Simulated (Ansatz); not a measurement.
**CH₅ClGeS: a ladder of functionals and wavefunction methods**

An exercise on one series of results from a longer session: the logs are not shown, and one member is left open.

Computed with Ansatz 0.2.0, Gaussian basis. Level: functionals in def2-TZVPP, the program's frozen cores in correlated methods.

Plan: LDA (SPW92), PBE-D4, revPBE-D4, BLYP-D4, r2SCAN-D4, B97M-V, PBE0-D4, B3LYP-D4, r2SCANh-D4, r2SCAN0-D4, HSE06-D4, BHLYP-D4, CAM-B3LYP-D4, LC-ωPBE, ωB97X-V, ωB97M-V, B2PLYP, PBE-QIDH; CCSD(T)/def2-SVP; CCSD(T)/def2-TZVPP; MP2/def2-QZVPP; extrapolation to the limit; RPA on PBE.

### The relaxed structure

An earlier PBE0-D4 in a triple-zeta def2 set relaxation fixed the geometry.

SMILES `S[CH2][GeH2][Cl]`, 9 atoms, charge 0, spin multiplicity 1.

Atoms are counted from 1 here; the program's logs count them from 0.

Bond lengths: S1–C2 1.805 Å, S1–H5 1.344 Å, C2–Ge3 1.953 Å, C2–H6 1.091 Å, C2–H7 1.093 Å, Ge3–Cl4 2.164 Å, Ge3–H8 1.538 Å, Ge3–H9 1.532 Å. Angles: C2–S1–H5 96.8°, S1–C2–Ge3 112.6°, S1–C2–H6 111.5°, S1–C2–H7 106.1°, Ge3–C2–H6 110.5°, Ge3–C2–H7 108.0°, H6–C2–H7 107.9°, C2–Ge3–Cl4 106.1°, C2–Ge3–H8 112.8°, C2–Ge3–H9 111.8°, Cl4–Ge3–H8 106.1°, Cl4–Ge3–H9 106.8°, H8–Ge3–H9 112.6°.

The first run:

File in.yaml:

```yaml
crystal:
  periodic: [false, false, false]
  atoms:
    - {symbol: S, position_ang: [0.415956, 1.827897, -0.898474]}
    - {symbol: C, position_ang: [0.933210, 0.209308, -0.289370]}
    - {symbol: Ge, position_ang: [-0.451461, -0.673205, 0.767608]}
    - {symbol: Cl, position_ang: [-2.164858, -0.878234, -0.537791]}
    - {symbol: H, position_ang: [-0.737634, 1.426290, -1.459276]}
    - {symbol: H, position_ang: [1.263041, -0.437835, -1.103400]}
    - {symbol: H, position_ang: [1.791070, 0.391232, 0.362774]}
    - {symbol: H, position_ang: [-0.063172, -2.100431, 1.187333]}
    - {symbol: H, position_ang: [-0.897752, 0.188881, 1.953396]}
basis:
  gaussian: {orbitals: def2-TZVPP}
hamiltonian: {xc: lda}
output: {orbitals: {seedname: orbitals}}
```

Command:

```sh
$ ansatz run in.yaml --threads 4 --pin off --events-out ev --progress --plain --max-ram 10444MiB
```

Steps of the session up to this table: LDA; PBE-D4 (GGA); revPBE-D4 (GGA); BLYP-D4 (GGA); r2SCAN-D4 (meta-GGA); B97M-V (meta-GGA); PBE0-D4 (hybrid); B3LYP-D4 (hybrid); r2SCANh-D4 (hybrid); r2SCAN0-D4 (hybrid); HSE06-D4 (hybrid); BHLYP-D4 (hybrid); CAM-B3LYP-D4 (range-separated); LC-ωPBE (range-separated); ωB97X-V (range-separated); ωB97M-V (range-separated); B2PLYP (double hybrid); PBE-QIDH (double hybrid).

One table of the session follows, with a row left open; its other results are not shown here.

It belongs to the step «Frontier levels by functional». 

```
  functional  HOMO (eV)  gap (eV)
 LDA (SPW92)      -5.83      4.45
      PBE-D4      -5.72      4.62
   revPBE-D4      -5.67      4.70
     BLYP-D4      -5.57      4.57
   r2SCAN-D4      -5.98      5.19
      B97M-V      -6.08      5.27
     PBE0-D4      -6.94      6.76
    B3LYP-D4      -6.71      6.27
  r2SCANh-D4      -6.43      5.96
  r2SCAN0-D4      -7.10      7.10
    HSE06-D4      -6.54      5.98
    BHLYP-D4      -8.03      8.78
CAM-B3LYP-D4          ?         ?
     LC-ωPBE      -9.67     11.73
     ωB97X-V      -9.30     11.22
     ωB97M-V      -9.14     10.84
```

**Question.** Estimate the row for CAM-B3LYP-D4.

**Answer.** HOMO (eV): -8.27; gap (eV): 9.11. In the column «HOMO (eV)» it lies between ωB97M-V (-9.14) and BHLYP-D4 (-8.03).
